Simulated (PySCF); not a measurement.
# CrF₄: ligand-field states

What do calculations give for the ligand-field states of CrF₄?

Programs: PySCF 2.14.0, with routines of our own; each step states its level. All values are computed. Atoms count from 0.

### 1 The system as given

5 atoms, charge 0, states of the metal's open shell are computed; geometry from: model geometry, bond lengths from ionic radii.

### 2 Ligand-field states: state-averaged CASSCF

Job settings and geometry (Å):

```
{"job": {"kind": "lf", "basis": {"metal": "x2c-TZVPall", "ligand": "x2c-SVPall"}, "nevpt": true}, "charge": 0, "metal": "Cr", "open_shell": "d2"}
Cr     0.000000     0.000000     0.000000
F      0.998816     0.998816     0.998816
F     -0.998816    -0.998816     0.998816
F     -0.998816     0.998816    -0.998816
F      0.998816    -0.998816    -0.998816
```

With the program's defaults for keys left out, this is: state-averaged CASSCF of the metal d shell, SC-NEVPT2 on the averaged canonical orbitals, state-interaction spin-orbit coupling.

On the command line:

```sh
OMP_NUM_THREADS=1 python lf_run.py task.json out
```

This one command runs all jobs of the session in turn.

The log of the run:

```text
basis functions 104, electrons 60, active (2e, 5o)
stage 1: DIIS on the effective Fock matrix, level shift 0.30
cycle   1  E = -1446.9935262094  dE = -1.447e+03  max|g| = 4.794e-01
cycle   2  E = -1445.2772049150  dE =  1.716e+00  max|g| = 1.380e+00
cycle   3  E = -1446.7684139536  dE = -1.491e+00  max|g| = 8.098e-01
cycle   4  E = -1447.0367742306  dE = -2.684e-01  max|g| = 8.334e-01
cycle   5  E = -1447.2827317239  dE = -2.460e-01  max|g| = 3.099e-01
cycle   6  E = -1447.3426246478  dE = -5.989e-02  max|g| = 1.365e-01
cycle   7  E = -1447.3300058375  dE =  1.262e-02  max|g| = 1.863e-01
cycle   8  E = -1447.3573423266  dE = -2.734e-02  max|g| = 6.544e-02
cycle   9  E = -1447.3370856645  dE =  2.026e-02  max|g| = 1.416e-01
cycle  10  E = -1447.3334045289  dE =  3.681e-03  max|g| = 1.699e-01
cycle  11  E = -1447.3247699813  dE =  8.635e-03  max|g| = 1.886e-01
cycle  12  E = -1447.3313542325  dE = -6.584e-03  max|g| = 1.550e-01
cycle  13  E = -1447.3301318426  dE =  1.222e-03  max|g| = 1.830e-01
cycle  14  E = -1447.3277512884  dE =  2.381e-03  max|g| = 1.940e-01
cycle  15  E = -1447.3065421072  dE =  2.121e-02  max|g| = 2.466e-01
stage 2: quasi-Newton rotations from the point of smallest gradient
cycle  18  E = -1447.3601437246  dE = -2.801e-03  max|g| = 2.078e-02
cycle  19  E = -1447.3606289302  dE = -4.852e-04  max|g| = 1.964e-03
cycle  20  E = -1447.3606345431  dE = -5.613e-06  max|g| = 4.592e-04
cycle  21  E = -1447.3606351043  dE = -5.613e-07  max|g| = 1.966e-04
cycle  22  E = -1447.3606351687  dE = -6.442e-08  max|g| = 6.081e-05
cycle  23  E = -1447.3606351797  dE = -1.097e-08  max|g| = 1.948e-05
cycle  24  E = -1447.3606351803  dE = -6.351e-10  max|g| = 6.097e-06
converged average energy = -1447.3606351803

 mult deg   label        CASSCF/cm-1   NEVPT2/cm-1
   3   1   3A2                 0.0           0.0
   3   3   3T2             11208.8       12953.4
   1   2   1E              15358.9       13405.2
   3   3   3T1             17939.2       19880.1
   1   1   1A1             25812.0       23237.7
   1   3   1T2             25905.1       25483.2
   1   3   1T1             30113.8       29218.6
   3   3   3T1             30033.6       29482.6
   1   2   1E              37652.1       38449.7
   1   3   1T2             40050.4       39944.0
   1   1   1A1             64153.6       57563.4

spin-orbit levels / cm-1
      0.00  x3  3A2 1.00
  12810.72  x2  3T2 0.76 1E 0.23
  12874.08  x1  3T2 1.00
  12918.95  x3  3T2 1.00
  13005.18  x3  3T2 1.00
  13582.88  x2  1E 0.76 3T2 0.23
  19759.28  x3  3T1 1.00
  19781.03  x2  3T1 1.00
  20032.42  x3  3T1 1.00
  20138.12  x1  3T1 0.99
  23273.86  x1  1A1 0.99
  25470.50  x3  1T2 0.99
  29186.94  x3  1T1 0.82 3T1 0.18
  29309.37  x1  3T1 1.00
  29455.14  x3  3T1 0.82 1T1 0.18
  29592.41  x2  3T1 1.00
  29618.50  x3  3T1 0.99
  38469.64  x2  1E 1.00
  39962.43  x3  1T2 1.00
  57587.49  x1  1A1 1.00
```

Run time: 4.6 s. Hardware: 1 thread of Arm Neoverse V1, shared host; peak memory 0.26 GiB.

In short:

| quantity | value |
| --- | --- |
| spin-orbit constant ζ | 245 cm⁻¹ |

Powder susceptibility:

```csv
T (K),χT (cm³ K/mol),μ(eff)
2,0.938,2.74
5,0.938,2.74
10,0.939,2.74
20,0.940,2.74
30,0.941,2.74
50,0.943,2.75
75,0.945,2.75
100,0.948,2.75
150,0.953,2.76
200,0.959,2.77
250,0.964,2.78
300,0.969,2.78
```

### 3 Ligand-field states: state-averaged CASSCF (bond length × 0.92)

Job settings and geometry (Å):

```
{"job": {"kind": "lf", "basis": {"metal": "x2c-TZVPall", "ligand": "x2c-SVPall"}, "nevpt": true, "reuse": true}, "charge": 0, "metal": "Cr", "open_shell": "d2"}
Cr     0.000000     0.000000     0.000000
F      0.918911     0.918911     0.918911
F     -0.918911    -0.918911     0.918911
F     -0.918911     0.918911    -0.918911
F      0.918911    -0.918911    -0.918911
```

Level: state-averaged CASSCF of the metal d shell, SC-NEVPT2 on the averaged canonical orbitals, state-interaction spin-orbit coupling.

The log of the run:

```text
basis functions 104, electrons 60, active (2e, 5o)
start from the orbitals of the previous structure
stage 1: DIIS on the effective Fock matrix, level shift 0.30
cycle   1  E = -1444.8992054590  dE = -1.445e+03  max|g| = 3.867e+00
cycle   2  E = -1447.0147738057  dE = -2.116e+00  max|g| = 6.584e-01
cycle   3  E = -1447.0244601558  dE = -9.686e-03  max|g| = 5.633e-01
cycle   4  E = -1447.2813074315  dE = -2.568e-01  max|g| = 1.916e-01
cycle   5  E = -1447.3121420184  dE = -3.083e-02  max|g| = 2.834e-02
cycle   6  E = -1447.3129632213  dE = -8.212e-04  max|g| = 1.531e-02
cycle   7  E = -1447.3131144645  dE = -1.512e-04  max|g| = 8.614e-03
cycle   8  E = -1447.3131592768  dE = -4.481e-05  max|g| = 3.202e-03
cycle   9  E = -1447.3131645638  dE = -5.287e-06  max|g| = 2.822e-03
cycle  10  E = -1447.3131705946  dE = -6.031e-06  max|g| = 9.765e-04
cycle  11  E = -1447.3131714809  dE = -8.863e-07  max|g| = 4.263e-04
cycle  12  E = -1447.3131716212  dE = -1.403e-07  max|g| = 2.923e-04
cycle  13  E = -1447.3131716627  dE = -4.158e-08  max|g| = 2.639e-04
cycle  14  E = -1447.3131716836  dE = -2.088e-08  max|g| = 1.752e-04
cycle  15  E = -1447.3131716937  dE = -1.007e-08  max|g| = 1.120e-04
cycle  16  E = -1447.3131716970  dE = -3.344e-09  max|g| = 7.798e-05
cycle  17  E = -1447.3131716987  dE = -1.681e-09  max|g| = 5.215e-05
cycle  18  E = -1447.3131716994  dE = -7.244e-10  max|g| = 3.501e-05
cycle  19  E = -1447.3131716997  dE = -2.813e-10  max|g| = 2.296e-05
cycle  20  E = -1447.3131716999  dE = -1.514e-10  max|g| = 1.659e-05
cycle  21  E = -1447.3131716999  dE = -7.481e-11  max|g| = 1.326e-05
cycle  22  E = -1447.3131717000  dE = -3.843e-11  max|g| = 8.864e-06
converged average energy = -1447.3131717000

 mult deg   label        CASSCF/cm-1   NEVPT2/cm-1
   3   1   3A2                 0.0           0.0
   1   2   1E              15002.0       12982.0
   3   3   3T2             15262.6       16372.7
   1   1   1A1             26090.4       23054.2
   3   3   3T1             23182.3       23585.2
   1   3   1T2             30007.3       28758.8
   1   3   1T1             33497.0       31983.6
   3   3   3T1             36406.1       35674.3
   1   2   1E              44724.2       44559.9
   1   3   1T2             47830.4       46457.6
   1   1   1A1             70169.5       62862.4

spin-orbit levels / cm-1
      0.00  x3  3A2 1.00
  12952.92  x2  1E 0.99
  16314.71  x1  3T2 1.00
  16347.93  x3  3T2 1.00
  16411.72  x3  3T2 1.00
  16431.30  x2  3T2 0.99
  22961.40  x1  1A1 0.89 3T1 0.11
  23495.84  x3  3T1 1.00
  23508.17  x2  3T1 1.00
  23696.63  x3  3T1 1.00
  23892.48  x1  3T1 0.89 1A1 0.11
  28756.53  x3  1T2 1.00
  31991.36  x3  1T1 1.00
  35549.96  x1  3T1 1.00
  35625.08  x3  3T1 1.00
  35756.82  x2  3T1 1.00
  35768.68  x3  3T1 1.00
  44575.74  x2  1E 1.00
  46472.56  x3  1T2 1.00
  62881.15  x1  1A1 1.00
```

Wall time 3 s (1 thread of Arm Neoverse V1, shared host); peak memory 0.27 GiB.

Warnings kept with the result: strongly covalent, metal-shell active space is small for this complex.

Key values:

| quantity | value |
| --- | --- |
| spin-orbit constant ζ | 231 cm⁻¹ |

Powder susceptibility:

| T (K) | χT (cm³ K/mol) | μ(eff) |
| --- | --- | --- |
| 2 | 0.955 | 2.76 |
| 20 | 0.957 | 2.77 |
| 100 | 0.962 | 2.77 |
| 300 | 0.977 | 2.80 |

### 4 Ligand-field states: state-averaged CASSCF (bond length × 0.96)

Job settings and geometry (Å):

```
{"job": {"kind": "lf", "basis": {"metal": "x2c-TZVPall", "ligand": "x2c-SVPall"}, "nevpt": true, "reuse": true}, "charge": 0, "metal": "Cr", "open_shell": "d2"}
Cr     0.000000     0.000000     0.000000
F      0.958863     0.958863     0.958864
F     -0.958863    -0.958863     0.958864
F     -0.958863     0.958863    -0.958864
F      0.958863    -0.958863    -0.958864
```

Method: state-averaged CASSCF of the metal d shell, SC-NEVPT2 on the averaged canonical orbitals, state-interaction spin-orbit coupling.

The log of the run:

```text
basis functions 104, electrons 60, active (2e, 5o)
start from the orbitals of the previous structure
stage 1: DIIS on the effective Fock matrix, level shift 0.30
cycle   1  E = -1446.6333888331  dE = -1.447e+03  max|g| = 2.281e+00
cycle   2  E = -1447.3220995879  dE = -6.887e-01  max|g| = 2.297e-01
cycle   3  E = -1447.3094155465  dE =  1.268e-02  max|g| = 2.741e-01
cycle   4  E = -1447.3540812643  dE = -4.467e-02  max|g| = 4.385e-02
cycle   5  E = -1447.3547572226  dE = -6.760e-04  max|g| = 3.692e-02
cycle   6  E = -1447.3557857937  dE = -1.029e-03  max|g| = 1.758e-02
cycle   7  E = -1447.3559896394  dE = -2.038e-04  max|g| = 7.647e-03
cycle   8  E = -1447.3560044035  dE = -1.476e-05  max|g| = 6.228e-03
cycle   9  E = -1447.3560214357  dE = -1.703e-05  max|g| = 4.139e-03
cycle  10  E = -1447.3560311994  dE = -9.764e-06  max|g| = 1.902e-03
...
cycle  34  E = -1447.3560338497  dE =  2.123e-09  max|g| = 2.171e-04
cycle  35  E = -1447.3560338533  dE = -3.532e-09  max|g| = 1.910e-04
cycle  36  E = -1447.3560338556  dE = -2.353e-09  max|g| = 1.861e-04
cycle  37  E = -1447.3560338585  dE = -2.872e-09  max|g| = 1.801e-04
cycle  38  E = -1447.3560338661  dE = -7.589e-09  max|g| = 1.094e-04
cycle  39  E = -1447.3560338666  dE = -4.811e-10  max|g| = 1.106e-04
cycle  40  E = -1447.3560338699  dE = -3.309e-09  max|g| = 8.736e-05
stage 2: quasi-Newton rotations from the point of smallest gradient
cycle  42  E = -1447.3560338783  dE = -8.384e-09  max|g| = 5.510e-05
cycle  43  E = -1447.3560338799  dE = -1.651e-09  max|g| = 3.002e-05
cycle  44  E = -1447.3560338806  dE = -6.398e-10  max|g| = 3.901e-06
converged average energy = -1447.3560338806

 mult deg   label        CASSCF/cm-1   NEVPT2/cm-1
   3   1   3A2                 0.0           0.0
   1   2   1E              15197.2       13202.4
   3   3   3T2             12981.9       14403.9
   3   3   3T1             20315.3       21507.8
   1   1   1A1             25959.8       23149.8
   1   3   1T2             27717.2       26884.6
   1   3   1T1             31604.6       30396.1
   3   3   3T1             32743.9       32076.2
   1   2   1E              40761.5       41086.5
   1   3   1T2             43442.4       42736.1
   1   1   1A1             66757.4       59855.3

spin-orbit levels / cm-1
      0.00  x3  3A2 1.00
  13122.03  x2  1E 0.94 3T2 0.06
  14333.12  x1  3T2 1.00
  14373.16  x1  3T2 1.00
  14373.18  x1  3T2 1.00
  14373.19  x1  3T2 1.00
  14450.31  x2  3T2 1.00
  14450.34  x1  3T2 1.00
  14517.78  x1  3T2 0.94 1E 0.06
  14517.80  x1  3T2 0.94 1E 0.06
  21401.27  x2  3T1 1.00
  21401.29  x1  3T1 1.00
  21418.08  x1  3T1 1.00
  21418.09  x1  3T1 1.00
  21641.27  x1  3T1 1.00
  21641.29  x1  3T1 1.00
  21641.30  x1  3T1 1.00
  21700.07  x1  3T1 0.96 1A1 0.04
  23215.05  x1  1A1 0.96 3T1 0.04
  26877.72  x1  1T2 1.00
  26877.74  x1  1T2 1.00
  26877.78  x1  1T2 1.00
  30402.35  x1  1T1 0.99
  30402.39  x1  1T1 0.99
  30402.42  x1  1T1 0.99
  31926.47  x1  3T1 1.00
  32019.37  x1  3T1 0.99
  32019.42  x2  3T1 0.99
  32172.96  x2  3T1 1.00
  32191.28  x2  3T1 1.00
```

Run time: 4.2 s. Hardware: 1 thread of Arm Neoverse V1, shared host; peak memory 0.27 GiB.

Key values:

| quantity | value |
| --- | --- |
| spin-orbit constant ζ | 239 cm⁻¹ |

Powder susceptibility:

```
T (K)  χT (cm³ K/mol)  μ(eff)
    2           0.946    2.75
   20           0.948    2.75
  100           0.955    2.76
  300           0.973    2.79
```

### 5 Ligand-field states: state-averaged CASSCF (bond length × 1.04)

Job settings and geometry (Å):

```
{"job": {"kind": "lf", "basis": {"metal": "x2c-TZVPall", "ligand": "x2c-SVPall"}, "nevpt": true, "reuse": true}, "charge": 0, "metal": "Cr", "open_shell": "d2"}
Cr     0.000000     0.000000     0.000000
F      1.038768     1.038768     1.038769
F     -1.038768    -1.038768     1.038769
F     -1.038768     1.038768    -1.038769
F      1.038768    -1.038768    -1.038769
```

Method: state-averaged CASSCF of the metal d shell, SC-NEVPT2 on the averaged canonical orbitals, state-interaction spin-orbit coupling.

The log of the run:

```text
basis functions 104, electrons 60, active (2e, 5o)
start from the orbitals of the previous structure
stage 1: DIIS on the effective Fock matrix, level shift 0.30
cycle   1  E = -1445.6499759951  dE = -1.446e+03  max|g| = 2.930e+00
cycle   2  E = -1447.2512558693  dE = -1.601e+00  max|g| = 3.543e-01
cycle   3  E = -1447.0776974784  dE =  1.736e-01  max|g| = 7.151e-01
cycle   4  E = -1447.2221892436  dE = -1.445e-01  max|g| = 4.858e-01
cycle   5  E = -1447.3338747765  dE = -1.117e-01  max|g| = 6.742e-02
cycle   6  E = -1447.3338375576  dE =  3.722e-05  max|g| = 7.701e-02
cycle   7  E = -1447.3384662589  dE = -4.629e-03  max|g| = 2.355e-02
cycle   8  E = -1447.3389430467  dE = -4.768e-04  max|g| = 8.357e-03
cycle   9  E = -1447.3389529910  dE = -9.944e-06  max|g| = 8.602e-03
cycle  10  E = -1447.3390122529  dE = -5.926e-05  max|g| = 4.133e-03
cycle  11  E = -1447.3389900608  dE =  2.219e-05  max|g| = 8.482e-03
cycle  12  E = -1447.3389388485  dE =  5.121e-05  max|g| = 1.119e-02
cycle  13  E = -1447.3388956737  dE =  4.317e-05  max|g| = 1.318e-02
cycle  14  E = -1447.3388071684  dE =  8.851e-05  max|g| = 1.768e-02
cycle  15  E = -1447.3386389772  dE =  1.682e-04  max|g| = 2.407e-02
cycle  16  E = -1447.3383465960  dE =  2.924e-04  max|g| = 3.232e-02
cycle  17  E = -1447.3378256754  dE =  5.209e-04  max|g| = 4.318e-02
cycle  18  E = -1447.3369783682  dE =  8.473e-04  max|g| = 5.606e-02
stage 2: quasi-Newton rotations from the point of smallest gradient
cycle  20  E = -1447.3390202270  dE = -7.974e-06  max|g| = 3.566e-03
cycle  21  E = -1447.3390304315  dE = -1.020e-05  max|g| = 9.422e-04
cycle  22  E = -1447.3390309148  dE = -4.832e-07  max|g| = 2.475e-04
cycle  23  E = -1447.3390310142  dE = -9.947e-08  max|g| = 9.477e-05
cycle  24  E = -1447.3390310235  dE = -9.268e-09  max|g| = 3.151e-05
cycle  25  E = -1447.3390310258  dE = -2.286e-09  max|g| = 1.333e-05
cycle  26  E = -1447.3390310261  dE = -2.640e-10  max|g| = 4.114e-06
converged average energy = -1447.3390310261

 mult deg   label        CASSCF/cm-1   NEVPT2/cm-1
   3   1   3A2                 0.0           0.0
   3   3   3T2              9842.0       11955.5
   1   2   1E              15496.8       13598.3
   3   3   3T1             16020.4       18702.8
   1   1   1A1             25677.9       23349.2
   1   3   1T2             24477.3       24501.1
   3   3   3T1             28024.7       27697.4
   1   3   1T1             28941.8       28400.2
   1   2   1E              35226.6       36536.4
   1   3   1T2             37447.9       37946.6
   1   1   1A1             62165.8       55860.6

spin-orbit levels / cm-1
      0.00  x3  3A2 1.00
  11870.51  x1  3T2 1.00
  11918.71  x3  3T2 1.00
  11930.60  x1  3T2 0.96 1E 0.04
  11930.61  x1  3T2 0.96 1E 0.04
  12011.09  x3  3T2 1.00
  13657.59  x2  1E 0.96 3T2 0.04
  18571.34  x3  3T1 1.00
  18598.24  x2  3T1 0.99
  18869.41  x3  3T1 1.00
  18995.35  x1  3T1 1.00
  23378.50  x1  1A1 1.00
  24481.67  x1  1T2 0.99
  24481.69  x2  1T2 0.99
  27506.03  x1  3T1 1.00
  27603.10  x3  3T1 0.99
  27817.63  x2  3T1 1.00
  27851.95  x3  3T1 0.99
  28428.84  x1  1T1 0.99
  28428.87  x2  1T1 0.99
  36557.74  x1  1E 1.00
  36557.78  x1  1E 1.00
  37966.24  x2  1T2 1.00
  37966.26  x1  1T2 1.00
  55886.66  x1  1A1 1.00
```

Wall time 3.3 s (1 thread of Arm Neoverse V1, shared host); peak memory 0.27 GiB.

Key values:

| quantity | value |
| --- | --- |
| spin-orbit constant ζ | 249 cm⁻¹ |

Powder susceptibility:

| T (K) | χT (cm³ K/mol) | μ(eff) |
| --- | --- | --- |
| 2 | 0.931 | 2.73 |
| 20 | 0.933 | 2.73 |
| 100 | 0.942 | 2.75 |
| 300 | 0.966 | 2.78 |

### 6 Ligand-field states: state-averaged CASSCF (bond length × 1.08)

Job settings and geometry (Å):

```
{"job": {"kind": "lf", "basis": {"metal": "x2c-TZVPall", "ligand": "x2c-SVPall"}, "nevpt": true, "reuse": true}, "charge": 0, "metal": "Cr", "open_shell": "d2"}
Cr     0.000000     0.000000     0.000000
F      1.078721     1.078721     1.078722
F     -1.078721    -1.078721     1.078722
F     -1.078721     1.078721    -1.078722
F      1.078721    -1.078721    -1.078722
```

With the program's defaults for keys left out, this is: state-averaged CASSCF of the metal d shell, SC-NEVPT2 on the averaged canonical orbitals, state-interaction spin-orbit coupling.

The log of the run:

```text
basis functions 104, electrons 60, active (2e, 5o)
start from the orbitals of the previous structure
stage 1: DIIS on the effective Fock matrix, level shift 0.30
cycle   1  E = -1447.0111841949  dE = -1.447e+03  max|g| = 1.146e+00
cycle   2  E = -1447.2825058364  dE = -2.713e-01  max|g| = 1.538e-01
cycle   3  E = -1447.2195358964  dE =  6.297e-02  max|g| = 3.596e-01
cycle   4  E = -1447.1983854499  dE =  2.115e-02  max|g| = 4.392e-01
cycle   5  E = -1447.2129445038  dE = -1.456e-02  max|g| = 4.096e-01
cycle   6  E = -1447.2923426330  dE = -7.940e-02  max|g| = 9.965e-02
cycle   7  E = -1447.2980304580  dE = -5.688e-03  max|g| = 4.816e-02
cycle   8  E = -1447.2995793326  dE = -1.549e-03  max|g| = 1.507e-02
cycle   9  E = -1447.2989600744  dE =  6.193e-04  max|g| = 3.572e-02
cycle  10  E = -1447.2984317467  dE =  5.283e-04  max|g| = 4.765e-02
cycle  11  E = -1447.2990483930  dE = -6.166e-04  max|g| = 3.649e-02
cycle  12  E = -1447.2995422004  dE = -4.938e-04  max|g| = 2.234e-02
cycle  13  E = -1447.2994420590  dE =  1.001e-04  max|g| = 2.600e-02
cycle  14  E = -1447.2992522337  dE =  1.898e-04  max|g| = 3.135e-02
cycle  15  E = -1447.2985471718  dE =  7.051e-04  max|g| = 4.435e-02
stage 2: quasi-Newton rotations from the point of smallest gradient
cycle  17  E = -1447.2996875660  dE = -1.082e-04  max|g| = 1.372e-02
cycle  18  E = -1447.2998693335  dE = -1.818e-04  max|g| = 2.278e-03
cycle  19  E = -1447.2998837470  dE = -1.441e-05  max|g| = 9.740e-04
cycle  20  E = -1447.2998871750  dE = -3.428e-06  max|g| = 5.852e-04
cycle  21  E = -1447.2998875226  dE = -3.477e-07  max|g| = 1.379e-04
cycle  22  E = -1447.2998875542  dE = -3.154e-08  max|g| = 2.312e-05
cycle  23  E = -1447.2998875554  dE = -1.208e-09  max|g| = 5.589e-06
converged average energy = -1447.2998875554

 mult deg   label        CASSCF/cm-1   NEVPT2/cm-1
   3   1   3A2                 0.0           0.0
   3   3   3T2              8795.7       11370.2
   1   2   1E              15620.4       13795.1
   3   3   3T1             14511.4       17996.3
   1   1   1A1             25579.8       23516.0
   1   3   1T2             23354.2       23905.0
   3   3   3T1             26524.3       26578.4
   1   3   1T1             28015.2       27914.0
   1   2   1E              33339.0       35254.8
   1   3   1T2             35463.0       36643.6
   1   1   1A1             60637.3       54637.8

spin-orbit levels / cm-1
      0.00  x3  3A2 1.00
  11281.37  x1  3T2 1.00
  11331.74  x3  3T2 1.00
  11366.91  x1  3T2 0.98
  11366.92  x1  3T2 0.98
  11428.29  x3  3T2 1.00
  13831.00  x2  1E 0.98
  17857.47  x3  3T1 1.00
  17889.12  x2  3T1 0.99
  18172.93  x3  3T1 1.00
  18310.79  x1  3T1 1.00
  23542.59  x1  1A1 1.00
  23878.75  x1  1T2 0.98
  23878.77  x2  1T2 0.98
  26374.20  x1  3T1 1.00
  26483.92  x1  3T1 1.00
  26483.93  x2  3T1 1.00
  26706.12  x2  3T1 1.00
  26748.12  x2  3T1 0.98
  26748.13  x1  3T1 0.98
  27937.99  x1  1T1 1.00
  27938.03  x2  1T1 1.00
  35277.10  x1  1E 1.00
  35277.13  x1  1E 1.00
  36664.02  x1  1T2 1.00
  36664.03  x1  1T2 1.00
  36664.05  x1  1T2 1.00
  54665.15  x1  1A1 1.00
```

Run time: 3.1 s. Hardware: 1 thread of Arm Neoverse V1, shared host; peak memory 0.27 GiB.

In short:

```csv
quantity,value
spin-orbit constant ζ,252 cm⁻¹
```

Powder susceptibility:

| T (K) | χT (cm³ K/mol) | μ(eff) |
| --- | --- | --- |
| 2 | 0.926 | 2.72 |
| 20 | 0.928 | 2.72 |
| 100 | 0.938 | 2.74 |
| 300 | 0.964 | 2.78 |

### 7 The runs side by side

From the NEVPT2 states (cm⁻¹; the spread is that of the fitted one-electron ligand-field levels):

```csv
step,setting,ground state,next state,orbital spread,Racah B,ζ,"μ(eff), 300 K"
2,as given,3A2,3T2 at 12953,10972,876,245,2.78
3,bond length × 0.92,3A2,1E at 12982,14649,884,231,2.80
4,bond length × 0.96,3A2,1E at 13202,12515,885,239,2.79
5,bond length × 1.04,3A2,3T2 at 11956,9898,865,249,2.78
6,bond length × 1.08,3A2,3T2 at 11370,9198,855,252,2.78
```

### 8 Summary of results

| quantity | value |
| --- | --- |
| spin-orbit constant ζ (step 2, state-averaged CASSCF) | 245 cm⁻¹ |
| ground multiplicity, μ(eff) at 300 K (step 2, 4 donors at 1.73 Å) | 3, 2.78 μB |
| ground multiplicity, μ(eff) at 300 K (step 3, 4 donors at 1.59 Å) | 3, 2.80 μB |
| ground multiplicity, μ(eff) at 300 K (step 4, 4 donors at 1.66 Å) | 3, 2.79 μB |
| ground multiplicity, μ(eff) at 300 K (step 5, 4 donors at 1.80 Å) | 3, 2.78 μB |
| ground multiplicity, μ(eff) at 300 K (step 6, 4 donors at 1.87 Å) | 3, 2.78 μB |

**Reading.** In step 2, χT goes from 0.94 at 2 K to 0.97 cm³ K/mol at 300 K: nearly flat, so one level governs the whole range. The spread of the ligand-field levels runs from 9198 cm⁻¹ (bond length × 1.08) to 14649 cm⁻¹ (bond length × 0.92); μ(eff) at 300 K: 2.78 to 2.80 μB. The bonding is strongly covalent, and an active space of the metal's shell alone is small for it, so these values are rough.
